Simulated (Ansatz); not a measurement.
# Al2Ga: the cost of one run

Method: cc-pVTZ, core rule «outside noble gas», up to 24 orbitals frozen; program: Ansatz 0.2.0, Gaussian basis.

Plan: UHF; CCSD(T) on ROHF; CCSD(T) on UHF; BCCD(T) on ROHF; CCSDT(Q) on ROHF; CCSDT(Q) on UHF; CASSCF and MRCISD+Q, 9 electrons in 12 orbitals; CASSCF and NEVPT2, 9 electrons in 12 orbitals.

5 further runs of the same task are left out: 5 set aside as unsound or not needed.

## Step 1: The system

The geometry is a PBE0/def2-TZVP stationary point (not a proven minimum). No spin-orbit coupling is included. The filled d shell of Ga may be among the frozen orbitals whatever the setting's name suggests; the logs give the count.

3 atoms, charge 0, spin multiplicity 2.

Atoms are counted from 1 here; the program's logs count them from 0.

Bond lengths: Al1–Al2 2.534 Å, Al1–Ga3 2.493 Å, Al2–Ga3 2.493 Å. Angles: Al2–Al1–Ga3 59.5°, Al1–Al2–Ga3 59.5°, Al1–Ga3–Al2 61.1°.

## Step 2: UHF

in.yaml

```yaml
crystal:
  periodic: [false, false, false]
  atoms:
    - {symbol: Al, position_ang: [0.000000, -1.266803, 1.210044]}
    - {symbol: Al, position_ang: [0.000000, 1.266805, 1.210043]}
    - {symbol: Ga, position_ang: [0.000000, -0.000001, -0.936530]}
basis:
  gaussian: {orbitals: cc-pVTZ}
magnetization: {spin_polarized: true, initial_magnetization: 1}
hamiltonian: {xc: hf}
output: {orbitals: {seedname: orbitals}}
```

Run with:

```console
> ansatz run in.yaml --threads 1 --pin off --events-out ev --progress --plain --max-ram 4096MiB --backend cpu
```

What time and memory should one allow on 1 thread of AMD EPYC 7R13, shared host?

About 54 s, with a peak of 0.32 GiB.
